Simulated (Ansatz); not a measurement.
Geometry optimisation, Ansatz 0.2.0, DFT PBE, scalar-relativistic, plane waves, PAW.

Input:

```yaml
accuracy: low
crystal:
  lattice:
    - [5.48, 0.0, 0.0]
    - [-4.11, 7.118729, 0.0]
    - [0.0, 0.0, 4.39496]
  atoms:
    - { symbol: Tc, position: [0.0, 0.0, 0.0] }
    - { symbol: Tc, position: [0.1666667, 0.2222222, 0.5] }
    - { symbol: Tc, position: [0.0, 0.3333333, 0.0] }
    - { symbol: Tc, position: [0.1666667, 0.5555556, 0.5] }
    - { symbol: Tc, position: [0.0, 0.6666667, 0.0] }
    - { symbol: Tc, position: [0.1666667, 0.8888889, 0.5] }
    - { symbol: Tc, position: [0.5, 0.0, 0.0] }
    - { symbol: Tc, position: [0.6666667, 0.2222222, 0.5] }
    - { symbol: Tc, position: [0.5, 0.3333333, 0.0] }
    - { symbol: Tc, position: [0.6666667, 0.5555556, 0.5] }
    - { symbol: Tc, position: [0.5, 0.6666667, 0.0] }
    - { symbol: Tc, position: [0.6666667, 0.8888889, 0.5] }
    - { symbol: B, position: [0.3349107, 0.7708608, 0.7554339] }
basis:
  ecutwfc: 600.0
kpoints:
  mp_grid: { grid: [2, 2, 2] }
hamiltonian:
  xc: pbe
scf:
  occupations: { method: fermi_dirac, width: 0.1 }
  lower_state_search: "off"
relax:
  f_tol: 0.08
  max_steps: 25
  adjacent_minimum: "off"
```

Command:

```bash
$ ansatz run input.yaml --threads 2 --pin off --max-ram 5120MiB --backend cpu --events-out ev --progress --plain --runs-dir out
```

Question: Where does it end, and by what steps?

Answer: The forces met the threshold. Limits of this set-up: coarse k mesh, odd electron count without spin, a small cell, in which the defect meets its images, low accuracy level. After 6 steps the energy has fallen by 1.549 eV; Tc11 moved furthest, 0.15 Å.

```csv
step,energy less start (eV),largest force component (eV/Å),accepted
0,0.0000,3.616,yes
1,-1.3217,1.172,yes
2,-1.4952,0.404,yes
3,-1.5280,0.202,yes
4,-1.5437,0.122,yes
5,-1.5168,0.335,no
6,-1.5488,0.041,yes
```

```xyz
13
Lattice="5.4800 0.0000 0.0000 -4.1100 7.1187 0.0000 0.0000 0.0000 4.3950" Properties=species:S:1:pos:R:3
Tc -0.002 -0.008 -0.036
Tc 0.020 1.622 2.153
Tc -1.355 2.333 -0.016
Tc -1.360 3.869 2.107
Tc -2.803 4.669 0.098
Tc -2.802 6.399 2.091
Tc 2.737 0.078 0.095
Tc 2.731 1.615 2.218
Tc 1.355 2.325 0.049
Tc 1.377 3.955 2.236
Tc 0.067 4.666 0.110
Tc 0.069 6.396 2.104
B -1.368 5.535 3.297
```

Whether the end is a true minimum wasn't checked by a vibrational analysis.

Time of the run: 28 s on 2 threads of Intel(R) Xeon(R) Platinum 8488C (Sapphire Rapids), with other jobs on the host, peak memory 0.83 GiB.
